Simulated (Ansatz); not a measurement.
# One shape, several levels: BH3O3 (boric acid)

Aim: a comparison of 4 runs (HF/def2-SVP, B3LYP/aug-cc-pVDZ, MP2/def2-SVPD, CCSD/def2-SVP) of BH3O3 (boric acid). 

The results are computed with Ansatz 0.2.0.

## (1) The structure to begin with

BH3O3: 7 atoms, total charge 0, spin state singlet. As SMILES, `OB(O)O`. Geometry: relaxed at PBE0-D4/def2-TZVP. This is a higher conformer, about 20 kJ/mol above the lowest found by a separate search.

Bond lengths: O1–B2 1.367 Å, B2–O3 1.360 Å, B2–O4 1.376 Å, O1–H5 0.957 Å, O3–H6 0.959 Å, O4–H7 0.957 Å. Angles: O1–B2–O3 116.5°, O1–B2–O4 125.2°, O3–B2–O4 118.3°, B2–O1–H5 115.3°, B2–O3–H6 111.6°, B2–O4–H7 115.8°.

## (2) Energy and gradient at HF/def2-SVP (run 1)

run.yaml

```yaml
crystal:
  periodic: [false, false, false]
  atoms:
    - {symbol: O, position_ang: [-1.109700, 0.802600, 0.321900]}
    - {symbol: B, position_ang: [-0.012200, -0.006800, 0.228700]}
    - {symbol: O, position_ang: [0.501200, -0.469300, 1.400100]}
    - {symbol: O, position_ang: [0.600700, -0.381300, -0.945400]}
    - {symbol: H, position_ang: [-1.457400, 1.118600, -0.511500]}
    - {symbol: H, position_ang: [1.266800, -1.028200, 1.254500]}
    - {symbol: H, position_ang: [0.210500, -0.035700, -1.748300]}
basis:
  gaussian:
    orbitals: def2-SVP
accuracy: high
hamiltonian:
  xc: hf
output:
  forces: true
  orbitals: {seedname: orbitals}
```

Started as:

```console
$ ansatz run run.yaml --threads 1 --pin off --max-ram 2610MiB --events-out events.jsonl --progress --plain --runs-dir runs
```

The program printed:

```text
Warning: RAYON_NUM_THREADS=1 ignored (pool sized by the plan → 1); use --threads N
Functional definition: HF
  name "HF"
  exchange = exact_x
  correlation = 0
1590 factors; integrals over basis functions are off by at most 3.2e-9 eV
mean field evaluation 1: about -6825.8427 eV, gradient 4.7e1 eV
mean field evaluation 2: about -6825.8456 eV, gradient 4.7e1 eV
mean field evaluation 4: about -6829.9001 eV, gradient 2.6e0 eV
mean field evaluation 8: about -6829.9216 eV, gradient 6.5e-5 eV
mean field -6829.92163163 eV, -250.9949904752 hartree, gradient 2.9e-8 eV, S^2 0.000000; 0 other end points of the search recorded, 0 dependent functions left out
the calculation of the forces begins
reference -6829.92163163 eV, -250.9949904752 hartree; 16, 16 occupied and 55, 55 virtual orbitals, 1590 factors
Total energy: -6829.92163163 eV, -250.9949904752 hartree
Atom 0 at    -1.109700     0.802600     0.321900 Å, force     0.151538    -0.037678    -1.087276 eV/Å
Atom 1 at    -0.012200    -0.006800     0.228700 Å, force     0.040760    -0.056406     0.382549 eV/Å
Atom 2 at     0.501200    -0.469300     1.400100 Å, force     0.593687    -0.394016    -0.682890 eV/Å
Atom 3 at     0.600700    -0.381300    -0.945400 Å, force    -0.756665     0.582810    -0.293257 eV/Å
Atom 4 at    -1.457400     1.118600    -0.511500 Å, force     0.258509    -0.247053     0.794501 eV/Å
Atom 5 at     1.266800    -1.028200     1.254500 Å, force    -0.685707     0.496088     0.193587 eV/Å
Atom 6 at     0.210500    -0.035700    -1.748300 Å, force     0.397877    -0.343745     0.692787 eV/Å
Dipole moment:     0.000491     0.048189    -0.702058 e Å
```

Run time: 1.9 s. Hardware: 1 thread of Arm Neoverse V2, shared host; peak memory 0.15 GiB.

## (3) Energy and forces at B3LYP/aug-cc-pVDZ (run 2)

input.yaml

```yaml
crystal:
  periodic: [false, false, false]
  atoms:
    - {symbol: O, position_ang: [-1.109700, 0.802600, 0.321900]}
    - {symbol: B, position_ang: [-0.012200, -0.006800, 0.228700]}
    - {symbol: O, position_ang: [0.501200, -0.469300, 1.400100]}
    - {symbol: O, position_ang: [0.600700, -0.381300, -0.945400]}
    - {symbol: H, position_ang: [-1.457400, 1.118600, -0.511500]}
    - {symbol: H, position_ang: [1.266800, -1.028200, 1.254500]}
    - {symbol: H, position_ang: [0.210500, -0.035700, -1.748300]}
basis:
  gaussian: {orbitals: aug-cc-pVDZ}
accuracy: high
output: {forces: true, orbitals: {seedname: orbitals}}
hamiltonian: {xc: {name: B3LYP}}
```

Started as:

```console
$ ansatz run input.yaml --threads 1 --pin off --max-ram 2610MiB --events-out events.jsonl --progress --plain --runs-dir runs
```

The program printed:

```text
Warning: RAYON_NUM_THREADS=1 ignored (pool sized by the plan → 1); use --threads N
Functional definition: B3LYP
  name "B3LYP"
  parameter a0 = 0.2
  parameter ax = 0.72
  parameter ac = 0.81
  exchange = (1 - a0 - ax)*slater_x + ax*b88_x + a0*exact_x
  correlation = (1 - ac)*vwn_rpa_c + ac*lyp_c
2357 factors; integrals over basis functions are off by at most 3.0e-9 eV
mean field evaluation 1: about -6860.0658 eV, gradient 8.3e1 eV
mean field evaluation 2: about -6840.5872 eV, gradient 1.3e2 eV
mean field evaluation 4: about -6871.7590 eV, gradient 4.9e0 eV
mean field evaluation 8: about -6871.7949 eV, gradient 1.0e-1 eV
mean field evaluation 16: about -6871.7949 eV, gradient 8.7e-6 eV
mean field -6871.79493148 eV, -252.5338058622 hartree, gradient 2.9e-8 eV, S^2 0.000000; 0 other end points of the search recorded, 0 dependent functions left out
the calculation of the forces begins
reference -6871.79497404 eV, -252.5338074260 hartree; 16, 16 occupied and 103, 103 virtual orbitals, 2357 factors
Total energy: -6871.79497404 eV, -252.5338074260 hartree
Atom 0 at    -1.109700     0.802600     0.321900 Å, force    -0.213472     0.142389     0.234653 eV/Å
Atom 1 at    -0.012200    -0.006800     0.228700 Å, force    -0.005909     0.008538    -0.055551 eV/Å
Atom 2 at     0.501200    -0.469300     1.400100 Å, force    -0.034778     0.001786     0.348058 eV/Å
Atom 3 at     0.600700    -0.381300    -0.945400 Å, force     0.247806    -0.176139    -0.117078 eV/Å
Atom 4 at    -1.457400     1.118600    -0.511500 Å, force    -0.100717     0.088408    -0.196803 eV/Å
Atom 5 at     1.266800    -1.028200     1.254500 Å, force     0.191961    -0.142873     0.001310 eV/Å
Atom 6 at     0.210500    -0.035700    -1.748300 Å, force    -0.084891     0.077891    -0.214589 eV/Å
Dipole moment:     0.000643     0.041164    -0.602064 e Å
```

It took 13 s on 1 thread of Arm Neoverse V2, shared host; peak memory 0.4 GiB.

Run 3 isn't shown in full; the table further down has it.

## (4) Energy and gradient at CCSD/def2-SVP (run 4)

run.yaml: that of step 2 with these lines changed.

```diff
@@ -11,9 +11,6 @@
 basis:
-  gaussian:
-    orbitals: def2-SVP
+  gaussian: {orbitals: def2-SVP}
+correlation: {method: ccsd, frozen_orbitals: {B: 1, H: 0, O: 1}}
 accuracy: high
-hamiltonian:
-  xc: hf
-output:
-  forces: true
-  orbitals: {seedname: orbitals}
+scf: {omitted_lower_state_checks: [cluster_reference, increment]}
+output: {forces: true, orbitals: {seedname: orbitals}}
```

Started as:

```console
$ ansatz run run.yaml --threads 1 --pin off --max-ram 2610MiB --events-out events.jsonl --progress --plain --runs-dir runs
```

The program printed:

```text
Warning: RAYON_NUM_THREADS=1 ignored (pool sized by the plan → 1); use --threads N
Functional definition: HF
  name "HF"
  exchange = exact_x
  correlation = 0
these checks for a lower state are left out or cut short: cluster_reference, increment
1590 factors; integrals over basis functions are off by at most 3.2e-9 eV
mean field evaluation 1: about -6825.8427 eV, gradient 4.7e1 eV
mean field evaluation 2: about -6825.8456 eV, gradient 4.7e1 eV
mean field evaluation 4: about -6829.9001 eV, gradient 2.6e0 eV
mean field evaluation 8: about -6829.9216 eV, gradient 6.5e-5 eV
mean field -6829.92163163 eV, -250.9949904752 hartree, gradient 2.9e-8 eV, S^2 0.000000; 0 other end points of the search recorded, 0 dependent functions left out
4 core orbitals not correlated: weight in the atoms' cores, before any rotation towards them, 1.000 or more for the frozen orbitals, at most 0.000 for the correlated occupied ones
reference -6829.92163163 eV, -250.9949904752 hartree; 12, 12 occupied and 55, 55 virtual orbitals, 1590 factors
second order -17.35819408 eV of doubles, -0.00000000 eV of singles
cycle   1  -17.44031090 eV  change   -8.2e-2 eV  update   8.3e-2
cycle   2  -17.78103925 eV  change   -3.4e-1 eV  update   2.2e-2
cycle   3  -17.87392739 eV  change   -9.3e-2 eV  update   1.2e-2
cycle   4  -17.86570992 eV  change    8.2e-3 eV  update   2.2e-3
cycle   5  -17.86472100 eV  change    9.9e-4 eV  update   7.8e-4
cycle   6  -17.86488218 eV  change   -1.6e-4 eV  update   2.2e-4
cycle   7  -17.86476272 eV  change    1.2e-4 eV  update   6.6e-5
cycle   8  -17.86471112 eV  change    5.2e-5 eV  update   1.7e-5
cycle   9  -17.86470525 eV  change    5.9e-6 eV  update   4.9e-6
cycle  10  -17.86470497 eV  change    2.8e-7 eV  update   1.4e-6
cycle  11  -17.86470371 eV  change    1.3e-6 eV  update   4.7e-7
cycle  12  -17.86470419 eV  change   -4.9e-7 eV  update   1.9e-7
cycle  13  -17.86470433 eV  change   -1.3e-7 eV  update   7.0e-8
cycle  14  -17.86470440 eV  change   -7.4e-8 eV  update   3.3e-8
cycle  15  -17.86470443 eV  change   -3.0e-8 eV  update   2.0e-8
cycle  16  -17.86470401 eV  change    4.2e-7 eV  update   1.1e-7
cycle  17  -17.86470399 eV  change    2.1e-8 eV  update   2.5e-8
cycle  18  -17.86470399 eV  change   -4.7e-9 eV  update   7.4e-9
cycle  19  -17.86470399 eV  change    1.7e-9 eV  update   2.9e-9
the calculation of the forces begins
Total energy: -6847.78633562 eV, -251.6515062377 hartree
Atom 0 at    -1.109700     0.802600     0.321900 Å, force    -0.078290     0.050458     0.110870 eV/Å
Atom 1 at    -0.012200    -0.006800     0.228700 Å, force     0.033713    -0.021704    -0.044236 eV/Å
Atom 2 at     0.501200    -0.469300     1.400100 Å, force    -0.056685     0.028856     0.192003 eV/Å
Atom 3 at     0.600700    -0.381300    -0.945400 Å, force     0.112472    -0.084240     0.009015 eV/Å
Atom 4 at    -1.457400     1.118600    -0.511500 Å, force     0.007789     0.002848    -0.125755 eV/Å
Atom 5 at     1.266800    -1.028200     1.254500 Å, force     0.070526    -0.046333    -0.089692 eV/Å
Atom 6 at     0.210500    -0.035700    -1.748300 Å, force    -0.089525     0.070116    -0.052205 eV/Å
Dipole moment:     0.001292     0.044929    -0.663490 e Å
Checks for a lower state left out: cluster_reference, increment
```

It took 25 s on 1 thread of Arm Neoverse V2, shared host; peak memory 0.44 GiB.

## (5) The series

```
run              level  frozen core orbitals  energy (Eh)  dipole moment (D)  HOMO energy (eV)  LUMO energy (eV)  wall time
  1        HF/def2-SVP                     –  -250.994990               3.38            -13.48              4.01      1.9 s
  2  B3LYP/aug-cc-pVDZ                     –  -252.533807               2.90             -8.97             -0.99       13 s
  3      MP2/def2-SVPD                     4  -251.687160               3.00            -13.77              1.32       12 s
  4      CCSD/def2-SVP                     4  -251.651506               3.19            -13.48              4.01       25 s
```

## (6) Outcome

| quantity | value |
| --- | --- |
| run 4: total energy | -251.65151 Eh |
| run 4: dipole moment (correlated density) | 3.19 D |
| run 4: HOMO energy (Hartree–Fock orbitals) | -13.48 eV |
| run 4: LUMO energy (Hartree–Fock orbitals) | 4.01 eV |
| run 4: HOMO–LUMO gap (Hartree–Fock orbitals) | 17.49 eV |
| run 4: correlation energy (4 core orbitals frozen) | -656.5 mEh |
| run 4: T1 diagnostic | 0.012 |
| run 4: largest force on an atom | 0.202 eV/Å |

In words: The dipole moment (its size) runs from 2.90 D (B3LYP/aug-cc-pVDZ) to 3.38 D (HF/def2-SVP). The two ends differ in method and basis. All runs together took 52 s, the longest 25 s.
